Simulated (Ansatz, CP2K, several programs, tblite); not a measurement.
Energy against volume for Ga2O3 (corundum), at fixed shape and fractional coordinates, computed by several methods (PBE and r2SCAN, where shown, with plane waves in Ansatz); the cell shown is that of r2SCAN. With free coordinates or axes held, a curve is too stiff, and on another method's shape its minimum isn't the method's own volume. It is trigonal, R-3c (No. 167); a = 4.985 Å, c = 13.442 Å in the conventional setting, 9.64 Å³ an atom. Around Ga lie 6 O at 1.93–2.07 Å; around O lie 4 Ga at 1.93–2.07 Å. The values are computed, spin-unpolarised, and not measurements. Energies count from each curve's lowest point; fits are third-order Birch-Murnaghan.

```cif
data_structure
_symmetry_space_group_name_H-M 'P 1'
_symmetry_Int_Tables_number 1
_cell_length_a 5.3252
_cell_length_b 5.3252
_cell_length_c 5.3252
_cell_angle_alpha 55.810
_cell_angle_beta 55.810
_cell_angle_gamma 55.810
_cell_volume 96.41
loop_
_atom_site_label
_atom_site_type_symbol
_atom_site_fract_x
_atom_site_fract_y
_atom_site_fract_z
_atom_site_occupancy
Ga1 Ga 0.85543 0.85543 0.85543 1
Ga2 Ga 0.35543 0.35543 0.35543 1
Ga3 Ga 0.14457 0.14457 0.14457 1
Ga4 Ga 0.64457 0.64457 0.64457 1
O1 O 0.44637 0.05363 0.75000 1
O2 O 0.05363 0.75000 0.44637 1
O3 O 0.55363 0.94637 0.25000 1
O4 O 0.25000 0.55363 0.94637 1
O5 O 0.94637 0.25000 0.55363 1
O6 O 0.75000 0.44637 0.05363 1
```

Problem. GFN1-xTB (tblite), on the shape of the cell shown, as a cluster of 120 atoms at the zone centre, gives
```tsv
V (Å³/atom)	E (meV/atom)
8.484	233.37
9.062	100.72
9.641	28.33
10.219	0.00
10.798	4.26
```
What equilibrium volume and bulk modulus follow?

Solution. V₀ = 10.42 Å³ an atom and B₀ = 145 GPa.

Problem. PBE, on the shape of its own relaxed cell, gives

| V (Å³/atom) | E (meV/atom) |
| --- | --- |
| 9.456 | 25.39 |
| 9.758 | 6.00 |
| 10.060 | 0.00 |
| 10.362 | 5.36 |
| 10.664 | 20.30 |

What equilibrium volume and bulk modulus follow?

Solution. V₀ = 10.06 Å³ an atom and B₀ = 200 GPa.

Problem. GFN2-xTB (tblite), on the shape of the cell shown, as a cluster of 120 atoms at the zone centre, gives

| V (Å³/atom) | E (meV/atom) |
| --- | --- |
| 8.484 | 77.27 |
| 9.062 | 16.16 |
| 9.641 | 0.00 |
| 10.219 | 16.45 |
| 10.798 | 56.79 |

What equilibrium volume and bulk modulus follow?

Solution. V₀ = 9.61 Å³ an atom and B₀ = 152 GPa.

r2SCAN, on the shape of its own relaxed cell:
```tsv
V (Å³/atom)	E (meV/atom)
9.062	28.57
9.352	6.75
9.641	0.00
9.930	6.06
10.219	22.98
```
V₀ = 9.64 Å³ an atom and B₀ = 236 GPa.

PBE/SZV (CP2K), on the shape of the cell shown:
```
V (Å³/atom)  E (meV/atom)
      8.484        443.23
      9.062        226.13
      9.641         94.06
     10.219         24.41
     10.798          0.00
```
The lowest point is an end point, so the minimum isn't bracketed.
